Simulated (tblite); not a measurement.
# C2H9Al2FO2: the cost of one run

Programs: tblite 0.8.0 and PySCF 2.14.0, with density-fitted response routines of our own. Each step states its level of theory. These are calculated values for one molecule, in the gas phase or a continuum, unless marked as measured. Atoms are numbered from 0 throughout.

### 1 The molecule as given

16 atoms, charge 0, multiplicity 1; geometry from: force field or distance geometry start.

Bonds of the start (Å): C0–O1 1.43, O1–Al2 1.85, Al2–O3 1.86, O3–C4 1.43, O3–Al5 1.85, Al5–F6 1.80, Al5–O1 1.86, C0–H7 1.10, C0–H8 1.11, C0–H9 1.13, Al2–H10 1.60, Al2–H11 1.59, C4–H12 1.11, C4–H13 1.12, C4–H14 1.12, Al5–H15 1.61.

### 2 Relaxing the molecule with GFN2-xTB

Job settings and geometry (Å):

```
{"job": {"kind": "relax", "xc": "GFN2-xTB", "basis": "xTB"}, "charge": 0, "multiplicity": 1}
C      2.093100    -0.162500    -0.151100
O      1.118300     0.199700    -1.134100
Al    -0.078900     1.405200    -0.412700
O     -1.517400     0.234600    -0.358800
C     -1.808500    -0.114400     0.998300
Al    -0.313100    -0.982800    -1.070900
F     -0.801400    -1.455000    -2.737000
H      2.664400    -1.038400    -0.500700
H      2.820800     0.666300    -0.035500
H      1.665400    -0.398900     0.864500
H     -0.379700     2.589500    -1.450900
H      0.341200     1.906700     1.041800
H     -2.506300    -0.979500     1.017900
H     -0.913900    -0.367200     1.616200
H     -2.346300     0.740500     1.478000
H     -0.045400    -2.234800    -0.099100
```

Launch:

```bash
OMP_NUM_THREADS=1 python probes_run.py task.json out
```

One launch serves the whole session: the jobs run in the order shown.

**Question.** How long does this first job take on 1 thread of Intel Xeon at 2.50GHz, shared host, and how much memory does it need?

About 2.2 s, with a peak of 0.18 GiB.
